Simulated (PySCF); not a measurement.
# MoOF₂: structure of the singlet

The task is one start of a wider search on MoOF₂: the singlet, from a T-shaped (ligand arrangement 1) start. It is relaxed, tested by its Hessian and followed downhill if it is a saddle.

Method: PBE0, basis Mo def2-TZVP with ECP28, O def2-TZVP, F def2-TZVP, scalar-relativistic core potentials, no spin–orbit coupling, density fitting; program: PySCF 2.14.0.

## (1) The system as given

4 atoms, charge 0, spin multiplicity 1.

Bond lengths: Mo1–O2 1.780 Å, Mo1–F3 2.020 Å, Mo1–F4 2.020 Å. Angles: O2–Mo1–F3 88.0°, O2–Mo1–F4 176.0°, F3–Mo1–F4 88.0°.

```xyz
4
charge 0 multiplicity 1
Mo    0.0000    0.0000    0.0000
O    -1.7789    0.0000    0.0621
F     0.0000    0.0000    2.0200
F     2.0188    0.0000    0.0705
```

## (2) First SCF at the start

One driver script runs all steps and calls PySCF; scf.py shows how it sets up the SCF of each step. The optimiser is the driver's own. After this first run the driver tries any further starts and a stability analysis.

Input file scf.py:

```python
from pyscf import gto, scf, dft
mol = gto.M(atom='''
Mo     0.000000     0.000000     0.000000
O     -1.778900     0.000000     0.062100
F      0.000000     0.000000     2.020000
F      2.018800     0.000000     0.070500''',
    basis={'Mo': 'def2-TZVP', 'O': 'def2-TZVP', 'F': 'def2-TZVP'},
    ecp={'Mo': 'def2-TZVP'},
    charge=0, spin=0)
mf = dft.RKS(mol, xc='PBE0')
mf.grids.atom_grid = (50, 194)
aux = {'Mo': 'def2-universal-JKFIT', 'O': 'def2-universal-JKFIT', 'F': 'def2-universal-JKFIT'}
mf = mf.density_fit(auxbasis=aux)
mf.conv_tol = 1e-08
mf.diis_space = 10
mf.max_cycle = 60
mf.init_guess = 'minao'
mf.verbose = 4
mf.kernel()
```

The run is started by

```sh
$ OMP_NUM_THREADS=4 python axn.py task.json out
```

After this run come: Relaxation: T-shaped (ligand arrangement 1) start, singlet; Hessian and properties; The broken-symmetry singlet; Is it a minimum? Harmonic modes.

What does the calculation give? Wanted: minimum; geometry; wavenumbers; dipole moment; highest occupied, lowest empty level; polar-tensor charge of Mo1; zero-point energy; atomisation energy; ⟨S²⟩.

**Answer**, as computed:

```
                                          quantity                                                               value
                                           minimum                                       broken-symmetry (Ms = 0), C2v
                                          geometry  Mo–F 1.870 Å (×2), Mo–O 1.648 Å; F–Mo–F 116.0°, F–Mo–O 122.0° (×2)
                                wavenumbers (cm⁻¹)         149 (b1), 168 (a1), 212 (b2), 663 (a1), 673 (b2), 1096 (a1)
                                     dipole moment                                                              0.13 D
highest occupied, lowest empty level (either spin)                                                     -7.27, -3.77 eV
                        polar-tensor charge of Mo1                                                             +2.13 e
                                 zero-point energy                                                         17.7 kJ/mol
                               entropy at 298.15 K                                                     306.1 J/(mol K)
         atomisation energy (no zero-point energy)                                                         1546 kJ/mol
                                              ⟨S²⟩                                                               1.003
```

**Reading.** The T-shaped (ligand arrangement 1) start (Cs) ends in a minimum of C2v symmetry. The determinant is spin-contaminated (⟨S²⟩ = 1.00 against 0.00), so it is no pure spin state. In the infrared the band at 673 cm⁻¹ (b2, stretch) leads. Only this shape and spin were tried, so other structures or states may lie lower.
